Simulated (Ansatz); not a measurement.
# InH₃ (SMILES [InH3]): single points off equilibrium

One table from this session's results is given with a row withheld; the runs are named, their logs left out.

The runs use Ansatz 0.2.0, Gaussian basis; single points in def2-TZVPP.

Cores are frozen in the correlated methods. Filled d shells of the heavier atoms are correlated. Core potentials replace the inner electrons past krypton, and spin-orbit coupling is left out.

**Starting geometry**

4 atoms, charge 0, spin multiplicity 1.

Atoms are counted from 1 here; the program's logs count them from 0.

Bond lengths: In1–H2 1.500 Å, In1–H3 1.639 Å, In1–H4 1.703 Å. Angles: H2–In1–H3 122.6°, H2–In1–H4 127.9°, H3–In1–H4 109.5°.

As a file:

```xyz
4

In    0.00610    0.10470    0.03320
H     0.25210    1.50630    0.50620
H    -0.97450   -0.24100   -1.23370
H     0.64850   -1.34030    0.66660
```

Set-up of the first run:

run/in.yaml reads:

```yaml
crystal:
  periodic: [false, false, false]
  atoms:
    - {symbol: In, position_ang: [0.006100, 0.104700, 0.033200]}
    - {symbol: H, position_ang: [0.252100, 1.506300, 0.506200]}
    - {symbol: H, position_ang: [-0.974500, -0.241000, -1.233700]}
    - {symbol: H, position_ang: [0.648500, -1.340300, 0.666600]}
basis:
  gaussian: {orbitals: def2-TZVPP}
correlation: {method: ccsd_t}
output: {forces: true}
```

The command line of these runs was not kept.

Steps of the session up to this table: CCSD(T)/def2-TZVPP; PBE0-D4/def2-TZVPP; wB97M-V/def2-TZVPP; r2SCAN-D4/def2-TZVPP; PBE-D4/def2-TZVPP; B97M-V/def2-TZVPP; wB97X-V/def2-TZVPP.

One of the session's tables, all rows but one given; the rest of the session is left out.

```
   method  RMS force component (eV/Å)  angle to CCSD(T) forces (°)  dipole (D)
  CCSD(T)                       1.621                    reference        0.70
  PBE0-D4                       1.639                          1.2        0.70
  wB97M-V                       1.630                          0.2        0.71
r2SCAN-D4                       1.603                          0.5        0.70
   PBE-D4                       1.639                          3.1        0.67
   B97M-V                       1.693                          4.0        0.77
  wB97X-V                           ?                            ?           ?
```

Estimate the missing values for wB97X-V.

The run gave: RMS force component (eV/Å): 1.648; angle to CCSD(T) forces (°): 0.3; dipole (D): 0.72. In the column «RMS force component (eV/Å)» it lies between PBE-D4 (1.639) and B97M-V (1.693).
